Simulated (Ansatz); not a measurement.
# C2H8AlNO: small, medium and large basis sets

An exercise on one series of results from a longer session: the logs are not shown, and one member is left open.

Computed with Ansatz 0.2.0, Gaussian basis. Level: one geometry, several basis sets.

Levels to be run: PBE0-D4/def2-SVP; ωB97M-V/def2-SVP; PBE0-D4/def2-QZVPP; ωB97M-V/def2-QZVPP; the functionals' def2-TZVPP values are taken from earlier runs.

### The geometry

The geometry comes from an earlier relaxation with PBE0-D4 in a triple-zeta def2 set; it is a stationary point, not always the lowest conformer.

13 atoms, charge 0, spin multiplicity 1.

Atoms are counted from 1 here; the program's logs count them from 0.

Bond lengths: N1–C2 1.407 Å, N1–H6 1.009 Å, N1–H7 1.011 Å, C2–O3 1.451 Å, C2–H8 1.091 Å, C2–H9 1.092 Å, O3–C4 1.486 Å, O3–Al5 1.928 Å, C4–Al5 1.950 Å, C4–H10 1.091 Å, C4–H11 1.088 Å, Al5–H12 1.585 Å, Al5–H13 1.593 Å. Angles: C2–N1–H6 114.0°, C2–N1–H7 113.3°, H6–N1–H7 109.9°, N1–C2–O3 116.6°, N1–C2–H8 110.2°, N1–C2–H9 110.0°, O3–C2–H8 103.6°, O3–C2–H9 106.2°, H8–C2–H9 109.9°, C2–O3–C4 119.3°, C2–O3–Al5 138.2°, C4–O3–Al5 68.3°, O3–C4–Al5 66.7°, O3–C4–H10 110.1°, O3–C4–H11 108.7°, Al5–C4–H10 118.1°, Al5–C4–H11 128.6°, H10–C4–H11 111.5° and more.

Set-up of the first run:

in.yaml

```yaml
crystal:
  periodic: [false, false, false]
  atoms:
    - {symbol: N, position_ang: [-1.186336, -1.031563, 0.983258]}
    - {symbol: C, position_ang: [0.098411, -1.274033, 0.462771]}
    - {symbol: O, position_ang: [0.667267, -0.234158, -0.373552]}
    - {symbol: C, position_ang: [0.943752, 1.101917, 0.215876]}
    - {symbol: Al, position_ang: [0.049155, 1.191204, -1.514562]}
    - {symbol: H, position_ang: [-1.216533, -0.298442, 1.676391]}
    - {symbol: H, position_ang: [-1.881312, -0.859743, 0.269627]}
    - {symbol: H, position_ang: [0.082012, -2.148031, -0.189791]}
    - {symbol: H, position_ang: [0.807971, -1.432539, 1.277919]}
    - {symbol: H, position_ang: [0.341211, 1.248506, 1.113710]}
    - {symbol: H, position_ang: [2.007232, 1.174310, 0.434134]}
    - {symbol: H, position_ang: [0.847296, 1.246128, -2.882276]}
    - {symbol: H, position_ang: [-1.539925, 1.281745, -1.458504]}
basis:
  gaussian: {orbitals: def2-SVP}
hamiltonian: {xc: pbe0, dispersion: d4}
output: {orbitals: {seedname: orbitals}}
```

Launch:

```
> ansatz run in.yaml --threads 4 --pin off --events-out ev --progress --plain --max-ram 10444MiB
```

Among the steps run: PBE0-D4 in def2-SVP; ωB97M-V in def2-SVP; PBE0-D4 in def2-QZVPP; ωB97M-V in def2-QZVPP.

One table of the session follows, with a row left open; its other results are not shown here.

| functional | basis | HOMO (eV) | LUMO (eV) |
| --- | --- | --- | --- |
| PBE0-D4 | def2-SVP | ? | ? |
| PBE0-D4 | def2-TZVPP | -7.25 | -0.05 |
| PBE0-D4 | def2-QZVPP | -7.26 | -0.23 |
| ωB97M-V | def2-SVP | -9.48 | 1.85 |
| ωB97M-V | def2-TZVPP | -9.53 | 1.42 |
| ωB97M-V | def2-QZVPP | -9.54 | 0.90 |

Estimate the missing values for PBE0-D4, def2-SVP.

The run gave: HOMO (eV): -7.22; LUMO (eV): 0.20. In the column «HOMO (eV)» it is the highest.
